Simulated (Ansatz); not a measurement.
**C5H4Cl2F4O2Ti: reading failed and doubtful runs**

4 inputs were typed for C5H4Cl2F4O2Ti. Each is run as it stands; the log then has to tell whether the result can be used.

Program: Ansatz 0.2.0, Gaussian basis. Level of theory: the settings change from run to run. These are calculated values, not measurements.

**1. The molecule**

An earlier PBE0-D4 in a triple-zeta def2 set relaxation fixed the geometry.

SMILES `CC1=CC(C(F)(F)F)=[O+][Ti-]([F])([Cl])([Cl])[O]1`, 18 atoms, charge 0, spin multiplicity 1.

Atoms are counted from 1 here; the program's logs count them from 0.

Bond lengths: C1–C2 1.486 Å, C1–H15 1.093 Å, C1–H16 1.088 Å, C1–H17 1.093 Å, C2–C3 1.382 Å, C2–O14 1.285 Å, C3–C4 1.394 Å, C3–H18 1.079 Å, C4–C5 1.539 Å, C4–O9 1.245 Å, C5–F6 1.336 Å, C5–F7 1.318 Å, C5–F8 1.336 Å, O9–Ti10 2.072 Å, Ti10–F11 1.743 Å, Ti10–Cl12 2.215 Å, Ti10–Cl13 2.189 Å, Ti10–O14 1.918 Å. Angles: C2–C1–H15 109.0°, C2–C1–H16 112.1°, C2–C1–H17 109.0°, H15–C1–H16 109.8°, H15–C1–H17 106.9°, H16–C1–H17 109.8°, C1–C2–C3 122.1°, C1–C2–O14 115.3°, C3–C2–O14 122.6°, C2–C3–C4 119.7°, C2–C3–H18 120.3°, C4–C3–H18 120.0°, C3–C4–C5 117.5°, C3–C4–O9 126.1°, C5–C4–O9 116.4°, C4–C5–F6 109.8°, C4–C5–F7 111.9°, C4–C5–F8 109.9° and more.

Geometry (Å):

```
C    -1.09009   -1.24851    2.15849
C    -0.38925   -0.64244    0.99617
C    -1.01055    0.25702    0.15068
C    -0.31626    0.77009   -0.94371
C    -1.06544    1.74720   -1.86774
F    -1.45607    2.81871   -1.17140
F    -0.31255    2.14720   -2.87252
F    -2.16060    1.16034   -2.35991
O     0.86042    0.50728   -1.25446
Ti    2.31490   -0.63061   -0.31524
F     2.56239   -1.29770   -1.90651
Cl    3.56836   -2.08362    0.79097
Cl    3.39681    1.22188    0.11922
O     0.82856   -1.01782    0.83352
H    -1.07841   -2.33630    2.05404
H    -2.11615   -0.89747    2.24648
H    -0.53758   -1.01125    3.07099
H    -2.03590    0.54731    0.32274
```

**2. Try 1**

The input, in.yaml:

```yaml
crystal:
  periodic: [false, false, false]
  atoms:
    - {symbol: C, position_ang: [-1.362615, -1.560642, 2.698119]}
    - {symbol: C, position_ang: [-0.486562, -0.803053, 1.245211]}
    - {symbol: C, position_ang: [-1.263184, 0.321275, 0.188349]}
    - {symbol: C, position_ang: [-0.395324, 0.962613, -1.179631]}
    - {symbol: C, position_ang: [-1.331804, 2.184006, -2.334675]}
    - {symbol: F, position_ang: [-1.820085, 3.523388, -1.464255]}
    - {symbol: F, position_ang: [-0.390682, 2.684001, -3.590650]}
    - {symbol: F, position_ang: [-2.700748, 1.450424, -2.949887]}
    - {symbol: O, position_ang: [1.075531, 0.634107, -1.568077]}
    - {symbol: Ti, position_ang: [2.893623, -0.788259, -0.394050]}
    - {symbol: F, position_ang: [3.202984, -1.622130, -2.383141]}
    - {symbol: Cl, position_ang: [4.460455, -2.604529, 0.988708]}
    - {symbol: Cl, position_ang: [4.246017, 1.527356, 0.149023]}
    - {symbol: O, position_ang: [1.035699, -1.272281, 1.041903]}
    - {symbol: H, position_ang: [-1.348012, -2.920376, 2.567548]}
    - {symbol: H, position_ang: [-2.645190, -1.121843, 2.808102]}
    - {symbol: H, position_ang: [-0.671980, -1.264065, 3.838733]}
    - {symbol: H, position_ang: [-2.544872, 0.684136, 0.403422]}
basis:
  gaussian: {orbitals: def2-TZVPP, fitting: {mean_field: cc-pVTZ-jkfit}}
hamiltonian: {xc: {name: rPW86-PBE}}
output: {forces: true}
```

Started as:

```
$ ansatz run in.yaml --threads 11 --pin off --events-out ev --progress --plain --max-ram 110592MiB --backend cuda --devices 0, --max-vram 75GiB
```

What it wrote:

```text
Functional definition: rPW86-PBE
  name "rPW86-PBE"
  cite "Murray, Lee & Langreth, J. Chem. Theory Comput. 5, 2754 (2009) doi:10.1021/ct900365q"
  cite "Perdew, Burke & Ernzerhof, Phys. Rev. Lett. 77, 3865 (1996) doi:10.1103/PhysRevLett.77.3865"
  parent pbe
  exchange = rpw86_x
  correlation = pbe_c
Error: <dir> the basis set cc-pVTZ-JKFIT has no functions for Ti
```

Wall time 1.1 s (1 × H100 with 11 threads of AMD EPYC 7R13, shared host); peak host memory 0.75 GiB.

What is wrong: The program refused the input. The fitting set named has no entry for an element of this molecule. Cure: leave the fitting key out, or name a set that covers all elements and suits the basis. Its coordinates are also moved off the relaxed structure.

**3. Try 2**

The input, in.yaml:

```yaml
crystal:
  periodic: [false, false, false]
  atoms:
    - {symbol: C, position_ang: [-1.090092, -1.248514, 2.158495]}
    - {symbol: C, position_ang: [-0.389250, -0.642443, 0.996169]}
    - {symbol: C, position_ang: [-1.010547, 0.257020, 0.150679]}
    - {symbol: C, position_ang: [-0.316259, 0.770091, -0.943705]}
    - {symbol: C, position_ang: [-1.065444, 1.747205, -1.867740]}
    - {symbol: F, position_ang: [-1.456068, 2.818711, -1.171404]}
    - {symbol: F, position_ang: [-1.860598, 1.160339, -2.359910]}
    - {symbol: F, position_ang: [-2.160598, 1.160339, -2.359910]}
    - {symbol: O, position_ang: [0.860425, 0.507285, -1.254461]}
    - {symbol: Ti, position_ang: [2.314898, -0.630607, -0.315240]}
    - {symbol: F, position_ang: [2.562387, -1.297704, -1.906513]}
    - {symbol: Cl, position_ang: [3.568364, -2.083623, 0.790967]}
    - {symbol: Cl, position_ang: [3.396813, 1.221884, 0.119218]}
    - {symbol: O, position_ang: [0.828560, -1.017825, 0.833522]}
    - {symbol: H, position_ang: [-1.078410, -2.336301, 2.054038]}
    - {symbol: H, position_ang: [-2.116152, -0.897474, 2.246482]}
    - {symbol: H, position_ang: [-0.537584, -1.011252, 3.070987]}
    - {symbol: H, position_ang: [-2.035898, 0.547309, 0.322737]}
basis:
  gaussian: {orbitals: def2-mTZVPP}
hamiltonian: {xc: {name: B3LYP}, dispersion: d3bj}
accuracy: high
output: {forces: true}
```

Launched as before.

What it wrote, shortened:

```text
Functional definition: B3LYP
  name "B3LYP"
  cite "Stephens, Devlin, Chabalowski & Frisch, J. Phys. Chem. 98, 11623 (1994) doi:10.1021/j100096a001"
  cite "Becke, Phys. Rev. A 38, 3098 (1988) doi:10.1103/PhysRevA.38.3098"
  cite "Lee, Yang & Parr, Phys. Rev. B 37, 785 (1988) doi:10.1103/PhysRevB.37.785"
  cite "Vosko, Wilk & Nusair, Can. J. Phys. 58, 1200 (1980) doi:10.1139/p80-159"
[...]
6863 factors; integrals over basis functions are off by at most 2.4e-7 eV
[...]
mean field -67469.85333249 eV, -2479.4713772598 hartree, gradient 1.9e-8 eV, S^2 0.000000; 0 other end points of the search recorded, 0 dependent functions left out
[...]
reference -67469.85339369 eV, -2479.4713795088 hartree; 71, 71 occupied and 275, 275 virtual orbitals, 6863 factors
Total energy: -67470.92683089 eV, -2479.5108275985 hartree
[...]
Atom 8 at     0.860425     0.507285    -1.254461 Å, force     0.956294    -0.548317     0.060365 eV/Å
Atom 9 at     2.314898    -0.630607    -0.315240 Å, force    -0.657150     0.233772     0.275051 eV/Å
Atom 10 at     2.562387    -1.297704    -1.906513 Å, force     0.163330    -0.349984    -0.787773 eV/Å
Atom 11 at     3.568364    -2.083623     0.790967 Å, force     0.359508    -0.405389     0.288999 eV/Å
Atom 12 at     3.396813     1.221884     0.119218 Å, force     0.329445     0.498290     0.139373 eV/Å
Atom 13 at     0.828560    -1.017825     0.833522 Å, force     0.805963    -0.417883     0.014871 eV/Å
Atom 14 at    -1.078410    -2.336301     2.054038 Å, force    -0.047204    -0.027302     0.034320 eV/Å
Atom 15 at    -2.116152    -0.897474     2.246482 Å, force    -0.036200    -0.001905     0.025680 eV/Å
Atom 16 at    -0.537584    -1.011252     3.070987 Å, force    -0.025282     0.002840     0.032357 eV/Å
Atom 17 at    -2.035898     0.547309     0.322737 Å, force     0.003618     0.006532     0.110189 eV/Å
Dipole moment:    -1.957726     0.273259     0.014521 e Å
```

Run time: 6.5 s. Hardware: 1 × H100 with 11 threads of AMD EPYC 7R13, shared host; peak host memory 1.8 GiB.

What is wrong: The run converged, but a converged run isn't a right one. One atom was put on top of another. The shortest distance is 0.30 Å (F7–F8), against 1.08 Å in the relaxed molecule. Its energy is no property of the relaxed molecule. Cure: restore the atom's position.

**4. Try 3**

The input, in.yaml:

```yaml
crystal:
  periodic: [false, false, false]
  atoms:
    - {symbol: C, position_ang: [-2.398202, -2.746730, 4.748689]}
    - {symbol: C, position_ang: [-0.856350, -1.413374, 2.191572]}
    - {symbol: C, position_ang: [-2.223204, 0.565444, 0.331494]}
    - {symbol: C, position_ang: [-0.695770, 1.694200, -2.076151]}
    - {symbol: C, position_ang: [-2.343976, 3.843850, -4.109028]}
    - {symbol: F, position_ang: [-3.203350, 6.201163, -2.577089]}
    - {symbol: F, position_ang: [-0.687600, 4.723842, -6.319545]}
    - {symbol: F, position_ang: [-4.753316, 2.552747, -5.191801]}
    - {symbol: O, position_ang: [1.892935, 1.116028, -2.759815]}
    - {symbol: Ti, position_ang: [5.092776, -1.387335, -0.693528]}
    - {symbol: F, position_ang: [5.637252, -2.854949, -4.194329]}
    - {symbol: Cl, position_ang: [7.850401, -4.583971, 1.740127]}
    - {symbol: Cl, position_ang: [7.472990, 2.688146, 0.262280]}
    - {symbol: O, position_ang: [1.822831, -2.239215, 1.833749]}
    - {symbol: H, position_ang: [-2.372502, -5.139862, 4.518884]}
    - {symbol: H, position_ang: [-4.655534, -1.974443, 4.942260]}
    - {symbol: H, position_ang: [-1.182685, -2.224754, 6.756171]}
    - {symbol: H, position_ang: [-4.478975, 1.204079, 0.710022]}
basis:
  gaussian: {orbitals: 6-31G}
total_charge: 1
magnetization: {spin_polarized: true, initial_magnetization: 1}
hamiltonian: {xc: {name: r2SCAN0}}
accuracy: high
output: {forces: true}
```

Started as:

```
$ ansatz run in.yaml --threads 11 --pin off --events-out ev --progress --plain --max-ram 110592MiB --backend cpu
```

What it wrote:

```text
Functional definition: r2SCAN0
  name "r2SCAN0"
  cite "Bursch, Neugebauer, Ehlert & Grimme, J. Chem. Phys. 156, 134105 (2022) doi:10.1063/5.0086040"
  cite "Furness, Kaplan, Ning, Perdew & Sun, J. Phys. Chem. Lett. 11, 8208 (2020) doi:10.1021/acs.jpclett.0c02405"
  cite "Furness, Kaplan, Ning, Perdew & Sun, J. Phys. Chem. Lett. 11, 9248 (2020) doi:10.1021/acs.jpclett.0c03077"
  parent r2scan
  parameter a = 0.25
  parameter k0 = 0.174
  parameter k1 = 0.065
  parameter a1 = 4.9479
  exchange = (1 - a)*r2scan_x(k0 = k0, k1 = k1, a1 = a1) + a*exact_x
  correlation = r2scan_c
3318 factors; integrals over basis functions are off by at most 9.4e-9 eV
mean field evaluation 1: about -68103.3165 eV, gradient 1.2e2 eV
mean field evaluation 2: about -64492.1296 eV, gradient 4.6e2 eV
mean field evaluation 4: about -65923.2207 eV, gradient 3.6e2 eV
mean field evaluation 8: about -68243.0323 eV, gradient 2.4e1 eV
mean field evaluation 16: about -68274.2041 eV, gradient 8.0e-1 eV
mean field evaluation 32: about -68275.0696 eV, gradient 6.4e-2 eV
Error: SIGTERM received: run cancelled behind 49 evaluations of the mean field
```

It took 91 s on 11 threads of AMD EPYC 7R13, shared host.

Diagnosis: The run hit its time limit. The geometry is stretched to more than twice its size. The shortest distance is 2.37 Å (C3–H18), against 1.08 Å in the relaxed molecule. It also asks for charge 1 and multiplicity 2, another species or state than the molecule above. To mend it, use the relaxed coordinates, and set charge and spin to those of the species named.

**5. Try 4**

The input, in.yaml:

```yaml
crystal:
  periodic: [false, false, false]
  atoms:
    - {symbol: C, position_ang: [-1.090092, -1.248514, 2.158495]}
    - {symbol: C, position_ang: [-0.389250, -0.642443, 0.996169]}
    - {symbol: C, position_ang: [-1.010547, 0.257020, 0.150679]}
    - {symbol: C, position_ang: [-0.316259, 0.770091, -0.943705]}
    - {symbol: C, position_ang: [-1.065444, 1.747205, -1.867740]}
    - {symbol: F, position_ang: [-1.456068, 2.818711, -1.171404]}
    - {symbol: F, position_ang: [-0.312546, 2.147201, -2.872520]}
    - {symbol: F, position_ang: [-2.160598, 1.160339, -2.359910]}
    - {symbol: O, position_ang: [0.860425, 0.507285, -1.254461]}
    - {symbol: Ti, position_ang: [2.314898, -0.630607, -0.315240]}
    - {symbol: F, position_ang: [2.562387, -1.297704, -1.906513]}
    - {symbol: Cl, position_ang: [3.568364, -2.083623, 0.790967]}
    - {symbol: Cl, position_ang: [3.396813, 1.221884, 0.119218]}
    - {symbol: O, position_ang: [0.828560, -1.017825, 0.833522]}
    - {symbol: H, position_ang: [-1.078410, -2.336301, 2.054038]}
    - {symbol: H, position_ang: [-2.116152, -0.897474, 2.246482]}
    - {symbol: H, position_ang: [-0.537584, -1.011252, 3.070987]}
    - {symbol: H, position_ang: [-2.035898, 0.547309, 0.322737]}
basis:
  gaussian: {orbitals: def2-mTZVP}
hamiltonian: {xc: {name: HF}}
correlation: {method: mp2, frozen_orbitals: {C: 0}}
```

Started as:

```
$ ansatz run in.yaml --threads 11 --pin off --events-out ev --progress --plain --max-ram 110592MiB --backend cuda --devices 0, --max-vram 75GiB
```

What it wrote:

```text
Functional definition: HF
  name "HF"
  cite "Fock, Z. Phys. 61, 126 (1930) doi:10.1007/BF01340294"
  parent pbe
  exchange = exact_x
  correlation = 0
Error: "frozen_orbitals" has no count for F
```

It took 1 s on 1 × H100 with 11 threads of AMD EPYC 7R13, shared host; peak host memory 0.75 GiB.

**Diagnosis.** The program refused the input. Frozen orbitals are typed for one element alone, and the program wants a count for each. Fix: leave frozen_orbitals out, or give every element a count that its core really has.

**6. How the tries ended**

| try | level | ended | cause | time |
| --- | --- | --- | --- | --- |
| 1 | rPW86-PBE/def2-TZVPP | refused | the fitting set named has no entry for an element of this molecule | 1.1 s |
| 2 | B3LYP/def2-mTZVPP | converged | one atom was put on top of another | 6.5 s |
| 3 | r2SCAN0/6-31G | timeout | the geometry is stretched to more than twice its size | 91 s |
| 4 | MP2/def2-mTZVP | refused | frozen orbitals are typed for one element alone, and the program wants a count for each | 1 s |

2 refused, 1 converged, 1 timeout. A refusal costs next to no computing time. The dangerous case is the input that converges on a wrong geometry, charge, spin, basis or grid: often only a look at the input shows it.
